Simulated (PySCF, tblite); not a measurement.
**C5H13PSSi: geometry, infrared bands and NMR shifts**

Wanted: the infrared bands and NMR shifts of C5H13PSSi (`C[Si@H]1CC[P@@H](=S)CC1`), by calculation.

Programs: tblite 0.8.0 and PySCF 2.14.0, with density-fitted response routines of our own. Each step states its level of theory. These are calculated values for one molecule in the gas phase, unless marked as measured. Atoms count from 0, in the outputs and in this text.

## Step 1: The starting structure

21 atoms, charge 0, multiplicity 1; geometry from: force field or distance geometry start.

Bonds of the start (Å): C0–Si1 1.84, Si1–C2 1.89, C2–C3 1.52, C3–P4 1.84, P4–S5 1.94, P4–C6 1.82, C6–C7 1.53, C7–Si1 1.90, C0–H8 1.10, C0–H9 1.10, C0–H10 1.10, Si1–H11 1.48, C2–H12 1.11, C2–H13 1.10, C3–H14 1.09, C3–H15 1.09, P4–H16 1.41, C6–H17 1.10, C6–H18 1.10, C7–H19 1.10, C7–H20 1.10.

## Step 2: Relaxing the molecule with GFN2-xTB

The job: settings as JSON, then the geometry in Å.

```
{"job": {"kind": "relax", "xc": "GFN2-xTB", "basis": "xTB"}, "charge": 0, "multiplicity": 1}
C     -2.876300    -0.117400     0.090500
Si    -1.144400    -0.261300    -0.508500
C     -0.243200     1.399000    -0.533000
C      1.255900     1.298100    -0.769400
P      2.166000     0.316300     0.498100
S      2.087900     1.058500     2.292000
C      1.396200    -1.327300     0.317900
C     -0.098400    -1.382800     0.620300
H     -2.920600     0.297800     1.104000
H     -3.471000     0.540700    -0.558500
H     -3.383300    -1.091800     0.109500
H     -1.101100    -0.833200    -1.868700
H     -0.448300     1.912800     0.424400
H     -0.689300     2.018000    -1.330100
H      1.460300     0.843800    -1.734800
H      1.692200     2.296200    -0.768700
H      3.531200     0.246500     0.138000
H      1.595400    -1.683400    -0.698900
H      1.922600    -2.009400     1.004100
H     -0.278900    -1.092300     1.661800
H     -0.461700    -2.411800     0.509500
```

Run with:

```sh
OMP_NUM_THREADS=1 python probes_run.py task.json out
```

This one command runs all jobs of the session in turn.

**Question.** This job is followed by: GFN2-xTB harmonic vibrations, gas phase; GIAO PBE0/pcSseg-1 NMR shielding, non-relativistic, gas phase. What will the session give for the following? strongest single infrared mode (GFN2-xTB); zero-point energy (GFN2-xTB); 13C shifts against TMS (PBE0/pcSseg-1, means over atoms taken as alike); 1H shifts against TMS (PBE0/pcSseg-1, means over atoms taken as alike); 29Si shifts against TMS (PBE0/pcSseg-1); 31P shifts against H3PO4 (PBE0/pcSseg-1); 33S shifts against CS2 (PBE0/pcSseg-1); surface potential, 1st and 99th percentile.

As calculated:

```
                                                               quantity                                         value
                              strongest single infrared mode (GFN2-xTB)                         2144 cm⁻¹, 321 km/mol
                                           zero-point energy (GFN2-xTB)                                104.5 kcal/mol
13C shifts against TMS (PBE0/pcSseg-1, means over atoms taken as alike)                           31.4, 5.4, -4.6 ppm
 1H shifts against TMS (PBE0/pcSseg-1, means over atoms taken as alike)  6.99, 4.14, 2.13, 1.90, 1.82, 0.84, 0.06 ppm
                                29Si shifts against TMS (PBE0/pcSseg-1)                                     -20.0 ppm
                               31P shifts against H3PO4 (PBE0/pcSseg-1)                                     -11.0 ppm
                                 33S shifts against CS2 (PBE0/pcSseg-1)                                      -308 ppm
                                  surface potential, 1st and 99th percentile                            -1.40 V and 1.18 V
```

What this shows: Relaxing lowered the energy by 0.279 eV in 40 steps; the close pair that moved most is C0–Si1, from 1.838 to 1.893 Å. All 57 modes are real, so the xTB geometry is a minimum. The strongest single mode, at 2144 cm⁻¹, moves mainly H11. Unscaled tight-binding wavenumbers are off by several per cent, some by more. Its intensities can rank the bands wrongly. At PBE0/pcSseg-1: The widest tensor belongs to S5: span 323 ppm, with a paramagnetic part of -247 ppm.
